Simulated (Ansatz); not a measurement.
# Ir: the cost of one run

Program: Ansatz 0.2.0. Level of theory: DFT PBEsol, scalar-relativistic, plane waves, PAW. These are calculated values, not measurements.

### Step 1. Starting point

Symmetry: Pm-3n, No. 223, cubic system. Conventional cell: a = 4.877 Å, b = 4.877 Å, c = 4.877 Å, α = 90.00°, β = 90.00°, γ = 90.00°. Ir (site symmetry m-3) has 12 Ir at 2.73 Å as nearest neighbours. Around Ir (site symmetry -4m2) lie 6 Ir at 2.44 to 2.73 Å.

As a file:

```xyz
8
Lattice="4.8774 0.0000 0.0000 0.0000 4.8774 0.0000 0.0000 0.0000 4.8774" Properties=species:S:1:pos:R:3 pbc="T T T"
Ir    2.4387    2.4387    2.4387
Ir    0.0000    0.0000    0.0000
Ir    1.2193    0.0000    2.4387
Ir    2.4387    1.2193    0.0000
Ir    2.4387    3.6580    0.0000
Ir    3.6580    0.0000    2.4387
Ir    0.0000    2.4387    3.6580
Ir    0.0000    2.4387    1.2193
```

This is candidate A: beta-tungsten (A15) type (Pm-3n, No. 223).

(A quick probe on a coarse mesh, which set the mesh and smearing, is not shown.)

### Step 3. Relaxing cell and atoms (candidate A)

File input.yaml:

```yaml
crystal:
  lattice:
    - [4.8773957365, 0.0, 0.0]
    - [0.0, 4.8773957365, 0.0]
    - [0.0, 0.0, 4.8773957365]
  atoms:
    - { symbol: Ir, position: [0.5, 0.5, 0.5] }
    - { symbol: Ir, position: [0.0, 0.0, 0.0] }
    - { symbol: Ir, position: [0.25, 0.0, 0.5] }
    - { symbol: Ir, position: [0.5, 0.25, 0.0] }
    - { symbol: Ir, position: [0.5, 0.75, 0.0] }
    - { symbol: Ir, position: [0.75, 0.0, 0.5] }
    - { symbol: Ir, position: [0.0, 0.5, 0.75] }
    - { symbol: Ir, position: [0.0, 0.5, 0.25] }
basis:
  ecutwfc: 420
kpoints:
  mp_grid: { grid: [8, 8, 8] }
hamiltonian:
  xc: pbesol
scf:
  occupations: { method: gaussian, width: 0.1 }
output:
  forces: true
  stress: true
  eigenvalues: true
relax:
  adjacent_minimum: "off"
  f_tol: 0.01
  max_steps: 80
  cell: { stress_tol: 0.05 }
```

**Question.** How long does this run take on 1 thread of an x86-64 CPU, shared host, and how much memory does it need?

About 50 s, with a peak of 0.59 GiB.
